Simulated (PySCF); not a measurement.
**WO2Br2: geometry, NMR shifts and electronic excitations**

What NMR shifts and electronic excitations should WO2Br2 (`[O]=[W](=[O])([Br])[Br]`) show?

The runs use PySCF 2.14.0, with density-fitted response routines of our own; the level of theory stands in each step. All values are computed, except where a source is named. Atoms count from 0, in the outputs and in this text.

**1. Starting geometry**

5 atoms, charge 0, multiplicity 1; geometry from: GFN2-xTB.

Bonds of the start (Å): W0–O1 1.67, W0–O2 1.67, W0–Br3 2.38, W0–Br4 2.38.

**2. Relaxing the molecule at PBE0-D3(BJ)/def2-SVP**

Job settings and geometry (Å):

```
{"job": {"xc": "PBE0", "basis": "def2-SVP", "d3": "d3bj", "grid": 1, "maxiter": 40, "kind": "geom"}, "charge": 0, "multiplicity": 1}
W      0.173720    -0.001010     0.123110
O      0.061560    -0.012480     1.784730
O      1.695320     0.006990    -0.554840
Br    -0.968150     1.933200    -0.660030
Br    -0.962450    -1.926700    -0.692970
```

The program printed:

```text
step   0  E = -5364.55000759  max force = 0.063733
step   1  E = -5364.55699410  max force = 0.040747
step   2  E = -5364.56035341  max force = 0.003668
step   3  E = -5364.56043633  max force = 0.002222
step   4  E = -5364.56046245  max force = 0.002290
step   5  E = -5364.56045017  max force = 0.001187
step   6  E = -5364.56043848  max force = 0.001418
step   7  E = -5364.56044669  max force = 0.004701
step   8  E = -5364.56046442  max force = 0.004040
step   9  E = -5364.56049042  max force = 0.002759
step  10  E = -5364.56051259  max force = 0.001880
step  11  E = -5364.56052869  max force = 0.001212
step  12  E = -5364.56053988  max force = 0.000936
step  13  E = -5364.56054687  max force = 0.000757
step  14  E = -5364.56054988  max force = 0.000644
step  15  E = -5364.56054861  max force = 0.000709
step  16  E = -5364.56054707  max force = 0.000749
optimisation converged
```

Run time: 2.9 min. Hardware: 1 thread, shared host.

Along the way:

| step | energy from step 0 (eV) | largest force component (eV/Å) |
| --- | --- | --- |
| 0 | 0.0000 | 3.2773 |
| 1 | -0.1901 | 2.0953 |
| 2 | -0.2815 | 0.1886 |
| 3 | -0.2838 | 0.1143 |
| 4 | -0.2845 | 0.1178 |
| 5 | -0.2842 | 0.0610 |
| 6 | -0.2838 | 0.0729 |
| 7 | -0.2841 | 0.2417 |
| 8 | -0.2845 | 0.2077 |
| 9 | -0.2853 | 0.1419 |
| 10 | -0.2859 | 0.0967 |
| 11 | -0.2863 | 0.0623 |
| 12 | -0.2866 | 0.0481 |
| 13 | -0.2868 | 0.0389 |
| 14 | -0.2869 | 0.0331 |
| 15 | -0.2868 | 0.0365 |
| 16 | -0.2868 | 0.0385 |

Distances of close pairs at the start and the end, largest changes first:

| bond | before (Å) | after (Å) | change (Å) |
| --- | --- | --- | --- |
| W0–Br3 | 2.379 | 2.413 | +0.034 |
| W0–Br4 | 2.380 | 2.407 | +0.027 |
| W0–O1 | 1.665 | 1.692 | +0.027 |
| W0–O2 | 1.666 | 1.693 | +0.027 |

The next job starts from the end point, and lists it.

| at the end point | value |
| --- | --- |
| point group (found at 0.08 Å tolerance) | C2v |
| rotational constants (GHz, main isotopes) | 1.803, 0.716, 0.582 |
| dipole moment (D) | 2.03 |

**3. Shielding tensors: PBE0/def2-TZVP+pcSseg-1**

Job settings and geometry (Å):

```
{"job": {"kind": "nmr", "xc": "PBE0", "basis": {"default": "pcSseg-1", "W": "def2-TZVP"}}, "charge": 0, "multiplicity": 1}
W      0.089736    -0.004132     0.075094
O     -0.033341    -0.142788     1.757167
O      1.743537    -0.010636    -0.284724
Br    -0.869537     2.097614    -0.619703
Br    -0.930396    -1.940059    -0.927834
```

Level: GIAO PBE0/pcSseg-1 W:def2-TZVP NMR shielding, scalar relativity only through core potentials, gas phase.

The program printed:

```text
coarse grid: 33960 points
cycle   1  E = -5364.1394669869  dE = -2.189e+01  |g| = 1.978e+00  |ddm| = 8.038e+00
cycle   2  E = -5354.3985630692  dE =  9.741e+00  |g| = 6.310e+00  |ddm| = 6.491e+00
cycle   3  E = -5364.7100214444  dE = -1.031e+01  |g| = 4.812e-01  |ddm| = 6.095e+00
cycle   4  E = -5364.7562723595  dE = -4.625e-02  |g| = 1.761e-01  |ddm| = 5.080e-01
cycle   5  E = -5364.7612494546  dE = -4.977e-03  |g| = 8.818e-02  |ddm| = 1.814e-01
cycle   6  E = -5364.7625915241  dE = -1.342e-03  |g| = 3.666e-02  |ddm| = 8.388e-02
cycle   7  E = -5364.7628346047  dE = -2.431e-04  |g| = 1.728e-02  |ddm| = 2.570e-02
cycle   8  E = -5364.7628788271  dE = -4.422e-05  |g| = 8.573e-03  |ddm| = 1.285e-02
cycle   9  E = -5364.7628942962  dE = -1.547e-05  |g| = 1.995e-03  |ddm| = 6.194e-03
cycle  10  E = -5364.7628951534  dE = -8.571e-07  |g| = 3.992e-04  |ddm| = 1.530e-03
final grid: 64160 points
cycle  11  E = -5364.7629026012  dE =  1.372e-07  |g| = 1.133e-03  |ddm| = 9.694e-04
cycle  12  E = -5364.7629002755  dE =  2.326e-06  |g| = 3.714e-03  |ddm| = 2.334e-03
cycle  13  E = -5364.7629028362  dE = -2.561e-06  |g| = 1.014e-04  |ddm| = 1.810e-03
cycle  14  E = -5364.7629028383  dE = -2.099e-09  |g| = 1.790e-05  |ddm| = 1.112e-04
cycle  15  E = -5364.7629028384  dE = -2.910e-11  |g| = 8.731e-06  |ddm| = 2.081e-05
converged SCF energy = -5364.7629028384

GIAO shielding tensors (ppm)
atom      isotropic    diamagn.    paramagn.     s11        s22        s33       span
  0 W          nan         nan         nan        nan        nan        nan        nan
  1 O     -634.033     391.091   -1025.124  -1219.367   -539.503   -143.229   1076.138
  2 O     -633.530     391.101   -1024.630  -1216.741   -540.996   -142.853   1073.888
  3 Br    1944.384    3125.182   -1180.798   1112.347   2276.812   2443.994   1331.647
  4 Br    1947.063    3125.156   -1178.093   1117.359   2277.122   2446.708   1329.349
```

Wall time 18 s (1 thread, shared host).

The references, computed at this level on geometries of the same kind, shield at (ppm): 17O H2O 334.6, 79Br HBr 2584. Their shielding less the atom's gives the shift. The references are single molecules in the gas phase, so shifts against H2O, NH3, PH3, H3PO4 or CFCl3 are not on the usual liquid scales and can be off by tens of ppm. Atoms listed in one row are averaged.

| atoms | environment | σ (ppm) | δ (ppm) |
| --- | --- | --- | --- |
| O1, O2 | oxygen bonded to W | -633.8 | 968.3 |
| Br3, Br4 | bromine bonded to W | 1946 | 639 |

Atoms past Kr carry core potentials, so their printed shieldings have no meaning and are left out of the table.

Charges from the same density, by scheme (e):

| atoms | Mulliken | ESP fit |
| --- | --- | --- |
| W0 | 1.12 | 0.54 |
| O1, O2 | -0.30 | -0.24 |
| Br3, Br4 | -0.26 | -0.03 |

Mayer bond orders: W0–O1 2.16, W0–O2 2.16, W0–Br3 1.05, W0–Br4 1.05.

With diffuse functions Mulliken charges and Mayer bond orders lose their meaning; the other schemes are steadier.

**4. Ultraviolet spectrum: CAM-B3LYP/def2-SVPD**

Job settings and geometry (Å):

```
{"job": {"kind": "uv", "xc": "CAM-B3LYP", "basis": "def2-SVPD", "ip": true, "nstates": 10}, "charge": 0, "multiplicity": 1}
W      0.089736    -0.004132     0.075094
O     -0.033341    -0.142788     1.757167
O      1.743537    -0.010636    -0.284724
Br    -0.869537     2.097614    -0.619703
Br    -0.930396    -1.940059    -0.927834
```

With the program's defaults for keys left out, this is: TDDFT CAM-B3LYP/def2-SVPD, vertical, gas phase, core orbitals frozen in the response.

The program printed:

```text
coarse grid: 33960 points
cycle   1  E = -5365.0595946957  dE = -1.439e+01  |g| = 1.449e+00  |ddm| = 7.552e+00
cycle   2  E = -5361.1840229430  dE =  3.876e+00  |g| = 4.597e+00  |ddm| = 3.990e+00
cycle   3  E = -5365.4659657665  dE = -4.282e+00  |g| = 2.227e-01  |ddm| = 3.139e+00
cycle   4  E = -5365.4731369176  dE = -7.171e-03  |g| = 1.221e-01  |ddm| = 3.949e-01
cycle   5  E = -5365.4768583274  dE = -3.721e-03  |g| = 4.312e-02  |ddm| = 1.719e-01
cycle   6  E = -5365.4773476415  dE = -4.893e-04  |g| = 9.957e-03  |ddm| = 5.497e-02
cycle   7  E = -5365.4773708998  dE = -2.326e-05  |g| = 2.399e-03  |ddm| = 1.199e-02
cycle   8  E = -5365.4773732813  dE = -2.382e-06  |g| = 1.935e-03  |ddm| = 5.772e-03
final grid: 64160 points
cycle   9  E = -5365.4773335261  dE =  3.212e-06  |g| = 4.653e-03  |ddm| = 4.443e-03
cycle  10  E = -5365.4773123811  dE =  2.114e-05  |g| = 1.149e-02  |ddm| = 1.031e-02
cycle  11  E = -5365.4773377115  dE = -2.533e-05  |g| = 4.919e-05  |ddm| = 7.338e-03
cycle  12  E = -5365.4773377157  dE = -4.175e-09  |g| = 3.234e-05  |ddm| = 2.501e-04
cycle  13  E = -5365.4773377159  dE = -2.610e-10  |g| = 1.744e-05  |ddm| = 5.240e-05
converged SCF energy = -5365.4773377159

Static polarisability (au): isotropic 86.069, principal 71.748 82.140 104.318

Singlet excitations
state   eV       nm        f      main configurations
  1   4.6018    269.4   0.00000   H-1->L 0.99
  2   4.6578    266.2   0.00267   H-2->L 0.77, H-4->L 0.19
  3   4.8520    255.5   0.04744   H->L 0.74, H-2->L+1 0.10, H-5->L 0.10
  4   5.0470    245.7   0.00049   H-4->L 0.78, H-2->L 0.20
  5   5.1371    241.4   0.02736   H-4->L+1 0.56, H-2->L+1 0.30, H->L 0.10
  6   5.2687    235.3   0.00361   H-3->L 0.80, H-1->L+1 0.14
  7   5.5723    222.5   0.00000   H-2->L+2 0.53, H-4->L+2 0.38
  8   5.6837    218.1   0.01782   H-5->L 0.75
  9   5.6912    217.9   0.00217   H->L+1 0.93
 10   5.8344    212.5   0.00447   H->L+2 0.52, H-1->L+1 0.42

Triplet excitations (Tamm-Dancoff, eV): 4.3015 4.3124 4.4403 4.7328
Vertical ionisation energy (delta-SCF) = 11.6190 eV
Vertical electron affinity (delta-SCF) = 2.0129 eV
```

Wall time 2.4 min (1 thread, shared host).

Frontier orbitals and where they lie:

| orbital | eV | atoms |
| --- | --- | --- |
| HOMO−3 | -11.34 | Br4 35 %, Br3 34 %, W0 11 % |
| HOMO−2 | -10.92 | Br4 35 %, Br3 34 %, O1 13 % |
| HOMO−1 | -10.77 | Br3 42 %, Br4 40 %, O2 7 % |
| HOMO | -10.70 | Br3 45 %, Br4 44 %, O1 4 % |
| LUMO | -2.59 | W0 57 %, Br4 14 %, Br3 14 % |
| LUMO+1 | -1.64 | W0 57 %, O1 17 %, O2 16 % |
| LUMO+2 | -1.38 | W0 53 %, Br4 13 %, Br3 12 % |

With each of the 10 states as a Gaussian band of 0.4 eV half-width at 1/e, the curve within the window shown has maxima at 250 nm (ε 2,900) L/(mol cm). Beyond the last state computed it falls off for lack of states. The curve at chosen wavelengths:

| nm | ε (L/mol/cm) |
| --- | --- |
| 202 | 335 |
| 206 | 570 |
| 211 | 883 |
| 215 | 1092 |
| 219 | 1249 |
| 223 | 1389 |
| 228 | 1614 |
| 232 | 1869 |
| 236 | 2176 |
| 241 | 2556 |
| 245 | 2782 |
| 249 | 2886 |
| 253 | 2843 |
| 258 | 2598 |
| 262 | 2286 |
| 266 | 1919 |
| 270 | 1541 |
| 275 | 1105 |
| 279 | 811 |
| 283 | 575 |
| 288 | 357 |
| 292 | 236 |
| 296 | 152 |
| 300 | 96 |
| 305 | 52 |
| 309 | 31 |

Ground-state properties from the same run:

| property | computed |
| --- | --- |
| dipole moment (D) | 2.10 |
| polarisability (Å³) | 12.75 |
| HOMO–LUMO gap (eV) | 8.11 |
| −ε(HOMO) (eV) | 10.70 |

**5. NMR shieldings: KT2/def2-TZVP+pcSseg-1**

Job settings and geometry (Å):

```
{"job": {"kind": "nmr", "xc": "KT2", "basis": {"default": "pcSseg-1", "W": "def2-TZVP"}, "pop": false}, "charge": 0, "multiplicity": 1}
W      0.089736    -0.004132     0.075094
O     -0.033341    -0.142788     1.757167
O      1.743537    -0.010636    -0.284724
Br    -0.869537     2.097614    -0.619703
Br    -0.930396    -1.940059    -0.927834
```

With the program's defaults for keys left out, this is: GIAO KT2/pcSseg-1 W:def2-TZVP NMR shielding, scalar relativity only through core potentials, gas phase.

The program printed:

```text
coarse grid: 33960 points
cycle   1  E = -5386.8391359334  dE = -2.132e+01  |g| = 2.017e+00  |ddm| = 7.975e+00
cycle   2  E = -5372.1445445447  dE =  1.469e+01  |g| = 6.638e+00  |ddm| = 8.486e+00
cycle   3  E = -5387.4697678182  dE = -1.533e+01  |g| = 5.867e-01  |ddm| = 8.314e+00
cycle   4  E = -5387.5315176952  dE = -6.175e-02  |g| = 3.796e-01  |ddm| = 8.533e-01
cycle   5  E = -5387.5577274243  dE = -2.621e-02  |g| = 9.125e-02  |ddm| = 3.355e-01
cycle   6  E = -5387.5587922033  dE = -1.065e-03  |g| = 4.681e-02  |ddm| = 7.119e-02
cycle   7  E = -5387.5591160562  dE = -3.239e-04  |g| = 2.631e-02  |ddm| = 3.823e-02
cycle   8  E = -5387.5592415882  dE = -1.255e-04  |g| = 7.645e-03  |ddm| = 1.818e-02
cycle   9  E = -5387.5592541269  dE = -1.254e-05  |g| = 3.618e-03  |ddm| = 1.013e-02
cycle  10  E = -5387.5592578375  dE = -3.711e-06  |g| = 7.200e-04  |ddm| = 3.595e-03
final grid: 64160 points
cycle  11  E = -5387.5592573877  dE =  1.132e-06  |g| = 2.620e-03  |ddm| = 2.519e-03
cycle  12  E = -5387.5592317592  dE =  2.563e-05  |g| = 1.179e-02  |ddm| = 7.673e-03
cycle  13  E = -5387.5592585217  dE = -2.676e-05  |g| = 1.020e-03  |ddm| = 5.903e-03
cycle  14  E = -5387.5592588126  dE = -2.909e-07  |g| = 1.606e-04  |ddm| = 1.183e-03
cycle  15  E = -5387.5592588165  dE = -3.920e-09  |g| = 5.740e-05  |ddm| = 1.884e-04
cycle  16  E = -5387.5592588176  dE = -1.051e-09  |g| = 6.566e-06  |ddm| = 6.459e-05
cycle  17  E = -5387.5592588176  dE = -9.095e-13  |g| = 1.011e-05  |ddm| = 8.745e-06
converged SCF energy = -5387.5592588176

GIAO shielding tensors (ppm)
atom      isotropic    diamagn.    paramagn.     s11        s22        s33       span
  0 W          nan         nan         nan        nan        nan        nan        nan
  1 O     -550.918     393.014    -943.931  -1028.879   -471.874   -152.000    876.879
  2 O     -550.571     393.024    -943.595  -1026.719   -473.393   -151.602    875.117
  3 Br    1874.236    3128.756   -1254.520   1098.299   2144.869   2379.541   1281.242
  4 Br    1878.216    3128.731   -1250.515   1106.700   2144.343   2383.606   1276.906
```

Wall time 24 s (1 thread, shared host).

This run: δ O1 881.4, Br3 700 ppm (means over like atoms).

**6. Run by run: NMR shifts**

Shifts (ppm), means over like atoms, with basis size and wall time:

| run | O1 | Br3 | functions | time |
| --- | --- | --- | --- | --- |
| PBE0/def2-TZVP+pcSseg-1 | 968.3 | 639 | 156 | 18 s |
| KT2/def2-TZVP+pcSseg-1 | 881.4 | 700 | 156 | 24 s |

**7. Summary of results**

```
                                                                          quantity                        value
                                                                       point group                          C2v
                                              rotational constants (main isotopes)         1.80, 0.72, 0.58 GHz
 17O shifts against H2O (PBE0/def2-TZVP+pcSseg-1, means over atoms taken as alike)                    968.3 ppm
79Br shifts against HBr (PBE0/def2-TZVP+pcSseg-1, means over atoms taken as alike)                      639 ppm
                                              lowest singlet (CAM-B3LYP/def2-SVPD)  4.60 eV (269 nm), f = 0.000
                                          brightest single state of those computed  state 3, 4.85 eV, f = 0.047
                                                                    lowest triplet                      4.30 eV
                                                 vertical ionisation energy (ΔSCF)                     11.62 eV
                                                 vertical electron affinity (ΔSCF)                      2.01 eV
                                                          range of the shift of O1           881.4 to 968.3 ppm
```

**Reading.** Relaxing lowered the energy by 0.287 eV in 16 steps; the close pair that moved most is W0–Br3, from 2.379 to 2.413 Å. No frequency check was run at this level, so the end point may be a saddle. At PBE0/def2-TZVP+pcSseg-1: The largest span, 1330 ppm, is at Br3, Br4, where the paramagnetic term is -1179 ppm. The lowest singlet, at 4.60 eV, is HOMO−1→LUMO 0.99 and is dark; of the 10 states computed, the strongest absorption comes from state 3 at 4.85 eV. The lowest triplet lies 0.30 eV below the lowest singlet (triplets in Tamm-Dancoff, singlets in full TDDFT). Spin-orbit coupling, left out, mixes singlets and triplets in elements this heavy. ΔSCF puts the ionisation energy at 11.62 eV, 0.91 eV above −ε(HOMO). Across the 2 runs the shift of O1 (with its like atoms) moves most, between 881.4 (KT2/def2-TZVP+pcSseg-1) and 968.3 ppm (PBE0/def2-TZVP+pcSseg-1). Spin-orbit coupling is left out, which matters for shieldings and couplings at and beside the heavy atoms.
